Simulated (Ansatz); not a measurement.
**F₄H₃NSi (built from SMILES F[Si](F)(F)F.N): a saddle search**

Does the minimum-mode search get back to a saddle from here?

Computed with Ansatz 0.2.0, Gaussian basis. Level: CAM-B3LYP-D4/def2-SVP.

### 1 The starting structure

The start, a known saddle point with all atoms moved at random by about 0.06 Å a coordinate: 9 atoms, charge 0, spin multiplicity 1.

Atoms are counted from 1 here; the program's logs count them from 0.

Bond lengths: Si1–F3 1.649 Å, Si1–F4 1.622 Å, Si1–F5 1.563 Å, Si1–N7 1.793 Å, F2–H6 1.079 Å, N7–H8 1.065 Å, N7–H9 1.021 Å. Angles: F3–Si1–F4 120.6°, F3–Si1–F5 94.0°, F3–Si1–N7 111.0°, F4–Si1–F5 100.0°, F4–Si1–N7 120.5°, F5–Si1–N7 104.3°, Si1–N7–H8 116.6°, Si1–N7–H9 119.1°, H8–N7–H9 110.7°.

As a file:

```mol
F4H3NSi
  3D, bonds by distance, orders not assigned

  9  7  0  0  0  0  0  0  0  0999 V2000
   -0.6957    0.3400   -0.0187 Si  0  0
   -0.3466   -1.6040   -0.7239 F   0  0
   -0.9874    0.7140   -1.5976 F   0  0
   -1.8354   -0.3807    0.8825 F   0  0
   -0.8532    1.8148    0.4734 F   0  0
    0.5773   -1.2125   -0.3263 H   0  0
    1.0394   -0.0305    0.2428 N   0  0
    1.3522   -0.1645    1.2516 H   0  0
    1.7430    0.4853   -0.2885 H   0  0
  1  3  8  0
  1  4  8  0
  1  5  8  0
  1  7  8  0
  2  6  8  0
  7  8  8  0
  7  9  8  0
M  END
```

### 2 The search

Input file run/in.yaml:

```yaml
crystal:
  periodic: [false, false, false]
  atoms:
    - {symbol: Si, position_ang: [-0.695718, 0.340022, -0.018670]}
    - {symbol: F, position_ang: [-0.346613, -1.604050, -0.723897]}
    - {symbol: F, position_ang: [-0.987351, 0.714047, -1.597579]}
    - {symbol: F, position_ang: [-1.835404, -0.380736, 0.882537]}
    - {symbol: F, position_ang: [-0.853209, 1.814775, 0.473358]}
    - {symbol: H, position_ang: [0.577261, -1.212467, -0.326295]}
    - {symbol: N, position_ang: [1.039421, -0.030492, 0.242762]}
    - {symbol: H, position_ang: [1.352229, -0.164492, 1.251582]}
    - {symbol: H, position_ang: [1.742993, 0.485252, -0.288486]}
basis:
  gaussian: {orbitals: def2-SVP}
hamiltonian: {xc: {name: CAM-B3LYP}, dispersion: d4}
saddle:
  f_tol: 0.1
  max_steps: 40
  mode_guess:
    - [0.1306, 0.3027, 0.1638]
    - [0.2868, -0.3462, -0.0593]
    - [0.0608, -0.0680, 0.0959]
    - [0.0914, -0.0040, -0.0923]
    - [-0.0966, 0.2540, 0.0911]
    - [-0.4195, -0.4727, -0.3035]
    - [-0.0536, 0.1737, 0.0576]
    - [0.0068, 0.0925, 0.0300]
    - [-0.0067, 0.0680, 0.0167]
```

The run is started by

```console
$ ansatz run in.yaml --threads 8 --pin off --events-out ev --progress --plain --max-ram 19148MiB
```

Output:

```text
Functional definition: CAM-B3LYP
  name "CAM-B3LYP"
  cite "Yanai, Tew & Handy, Chem. Phys. Lett. 393, 51 (2004) doi:10.1016/j.cplett.2004.06.011"
  cite "Iikura, Tsuneda, Yanai & Hirao, J. Chem. Phys. 115, 3540 (2001) doi:10.1063/1.1383587"
  cite "Becke, Phys. Rev. A 38, 3098 (1988) doi:10.1103/PhysRevA.38.3098"
  cite "Lee, Yang & Parr, Phys. Rev. B 37, 785 (1988) doi:10.1103/PhysRevB.37.785"
  cite "Vosko, Wilk & Nusair, Can. J. Phys. 58, 1200 (1980) doi:10.1139/p80-159"
  parameter alpha = 0.19
  parameter beta = 0.46
  parameter omega = 0.33/bohr
  parameter ac = 0.81
  # Exact exchange under (alpha + beta erf(omega r))/r, Becke's under what is left of 1/r.
  exchange = (1 - alpha - beta)*b88_x + beta*b88_x_sr(omega) + alpha*exact_x + beta*exact_x_lr(omega)
  correlation = (1 - ac)*vwn5_c + ac*lyp_c
1043 factors; integrals over basis functions are off by at most 3.6e-4 eV
312 factors; integrals over basis functions are off by at most 5.5e-7 eV
mean field evaluation 1: about -20267.6577 eV, gradient 6.4e1 eV
mean field evaluation 2: about -20266.7937 eV, gradient 7.1e1 eV
mean field evaluation 4: about -20274.3460 eV, gradient 1.8e0 eV
mean field evaluation 8: about -20274.3606 eV, gradient 9.5e-2 eV
mean field -20274.36057602 eV, -745.0690087136 hartree, gradient 3.8e-5 eV, S^2 0.000000; 0 other end points of the search recorded, 0 dependent functions left out
the calculation of the forces begins
reference -20274.36067266 eV, -745.0690122651 hartree; 30, 30 occupied and 73, 73 virtual orbitals, 1043 factors
[... from here to the last solve, the lines of the solves are left out (115 solves) ...]
saddle step   1: F+E_penalty+E_count = -20274.49939376 eV  max|allowed force component| = 2.331e0 eV/Å  curvature = -4.5477 eV/Å²  mode residual = 2.32e0 eV/Å²  Δτ_max = 0.0000 Å  (1 rotations, 3 force calls, 60 SCF iters)  cluster: 3 rotations left out, max|force component along them| = 2.837e-7 eV/Å
saddle step   2: F+E_penalty+E_count = -20274.70063473 eV  max|allowed force component| = 9.042e-1 eV/Å  curvature = -2.9182 eV/Å²  mode residual = 1.92e0 eV/Å²  Δτ_max = 0.1038 Å  (1 rotations, 3 force calls, 70 SCF iters)  cluster: 3 rotations left out, max|force component along them| = 5.234e-8 eV/Å
saddle step   3: F+E_penalty+E_count = -20274.74835452 eV  max|allowed force component| = 4.999e-1 eV/Å  curvature = -3.8726 eV/Å²  mode residual = 4.36e-1 eV/Å²  Δτ_max = 0.0402 Å  (1 rotations, 3 force calls, 68 SCF iters)  cluster: 3 rotations left out, max|force component along them| = 1.752e-7 eV/Å
saddle step   4: F+E_penalty+E_count = -20274.75816196 eV  max|allowed force component| = 2.125e-1 eV/Å  curvature = -3.8680 eV/Å²  mode residual = 5.14e-1 eV/Å²  Δτ_max = 0.0166 Å  (1 rotations, 3 force calls, 67 SCF iters)  cluster: 3 rotations left out, max|force component along them| = 1.261e-7 eV/Å
saddle step   5: F+E_penalty+E_count = -20274.76260325 eV  max|allowed force component| = 1.704e-1 eV/Å  curvature = -4.3444 eV/Å²  mode residual = 4.53e-1 eV/Å²  Δτ_max = 0.0296 Å  (1 rotations, 3 force calls, 67 SCF iters)  cluster: 3 rotations left out, max|force component along them| = 9.338e-8 eV/Å
saddle step   6: F+E_penalty+E_count = -20274.76006707 eV  max|allowed force component| = 2.225e-1 eV/Å  curvature = -4.8224 eV/Å²  mode residual = 8.24e-1 eV/Å²  Δτ_max = 0.0283 Å  (1 rotations, 3 force calls, 67 SCF iters)  cluster: 3 rotations left out, max|force component along them| = 1.033e-7 eV/Å
saddle step   7: F+E_penalty+E_count = -20274.76223123 eV  max|allowed force component| = 6.367e-2 eV/Å  curvature = -5.1614 eV/Å²  mode residual = 7.78e-1 eV/Å²  Δτ_max = 0.0122 Å  (1 rotations, 11 force calls, 196 SCF iters)  cluster: 3 rotations left out, max|force component along them| = 1.377e-7 eV/Å
saddle search: the force at step 8 is within saddle.f_tol, and the search now checks the order of the point unasked, as it does wherever a lone molecule whose rigid rotations it leaves out would converge (saddle.isolated_cluster): at most 100 rotations across the mode and 202 force calls, two more next to a line or behind a second negative curvature, two more where it reads a positive, two for each turn that reads one and six more at each negative that it reads, and up to 22 at one that stands (24 where saddle.amplitude is under 0.005 Å), over each length that the point is read over (saddle.order_check: false declines the check)
saddle search: the rotation starts from a random direction (saddle.seed = 0)
312 factors; integrals over basis functions are off by at most 5.2e-7 eV
mean field evaluation 736: about -20274.6232 eV, gradient 1.4e-4 eV
mean field -20274.62318146 eV, -745.0786592855 hartree, gradient 6.3e-5 eV, S^2 0.000000; 1 other end points of the search recorded, 0 dependent functions left out
the calculation of the forces begins
reference -20274.62327859 eV, -745.0786628549 hartree; 30, 30 occupied and 73, 73 virtual orbitals, 1043 factors
saddle step   8: F+E_penalty+E_count = -20274.76265542 eV  max|allowed force component| = 3.635e-3 eV/Å  curvature = -5.6435 eV/Å² (error put at 0.0068; -5.6496 at half of saddle.amplitude)  mode residual = 8.26e-1 eV/Å²  Δτ_max = 0.0146 Å  (1 rotations, 87 force calls, 1294 SCF iters)  order check (unasked): positive, curvature across the mode = +0.2302 eV/Å²; +0.0683 less its residual, +0.0678 less it at half of saddle.amplitude; error put at 0.0005 (79 force calls)  cluster: 3 rotations left out, max|force component along them| = 6.561e-8 eV/Å
Total energy: -20274.76275255 eV, -745.0837884284 hartree
Atom 0 at    -0.697698     0.320418    -0.080810 Å, force    -0.003635    -0.000459    -0.001384 eV/Å
Atom 1 at    -0.359699    -1.544802    -0.749175 Å, force    -0.000185     0.001230     0.000814 eV/Å
Atom 2 at    -1.046200     0.643830    -1.606321 Å, force     0.000182    -0.000844     0.002352 eV/Å
Atom 3 at    -1.768282    -0.377185     0.878584 Å, force     0.001622     0.000689    -0.002253 eV/Å
Atom 4 at    -0.744172     1.821337     0.522337 Å, force     0.000306    -0.000423     0.000066 eV/Å
Atom 5 at     0.608476    -1.221453    -0.334805 Å, force     0.000589     0.002361     0.001439 eV/Å
Atom 6 at     1.029135    -0.089795     0.252617 Å, force     0.001553    -0.001227    -0.001834 eV/Å
Atom 7 at     1.271474    -0.098483     1.244453 Å, force     0.000545    -0.000000    -0.000767 eV/Å
Atom 8 at     1.700574     0.507992    -0.231567 Å, force    -0.000977    -0.001326     0.001567 eV/Å
Dipole moment:     0.894682    -0.031334     0.247200 e Å
```

Wall time 75 s (8 threads of Arm Neoverse V2, shared host).

Step by step: (the energy doesn't fall at every step)

| step | energy from step 1 (eV) | largest force component (eV/Å) |
| --- | --- | --- |
| 1 | 0.0000 | 2.3306 |
| 2 | -0.2012 | 0.9042 |
| 3 | -0.2490 | 0.4999 |
| 4 | -0.2588 | 0.2125 |
| 5 | -0.2632 | 0.1704 |
| 6 | -0.2607 | 0.2225 |
| 7 | -0.2628 | 0.0637 |
| 8 | -0.2633 | 0.0036 |

Distances of close pairs at the start and the end, largest changes first:

| bond | before (Å) | after (Å) | change (Å) |
| --- | --- | --- | --- |
| Si1–F5 | 1.563 | 1.618 | +0.056 |
| Si1–F3 | 1.649 | 1.598 | -0.051 |
| N7–H8 | 1.065 | 1.021 | -0.044 |
| Si1–F4 | 1.622 | 1.598 | -0.024 |
| F2–H6 | 1.079 | 1.102 | +0.022 |
| Si1–N7 | 1.793 | 1.806 | +0.013 |
| N7–H9 | 1.021 | 1.021 | -0.000 |

### 3 Summary of results

```
                  quantity          value
                     steps              8
             energy change  -6.1 kcal/mol
        last largest force    0.0036 eV/Å
       RMSD from the start        0.080 Å
RMSD from the known saddle        0.031 Å
```

In words: It converged in 8 steps at a force tolerance of 0.1 eV/Å. It is back at the known saddle, up to the shift that another level brings.
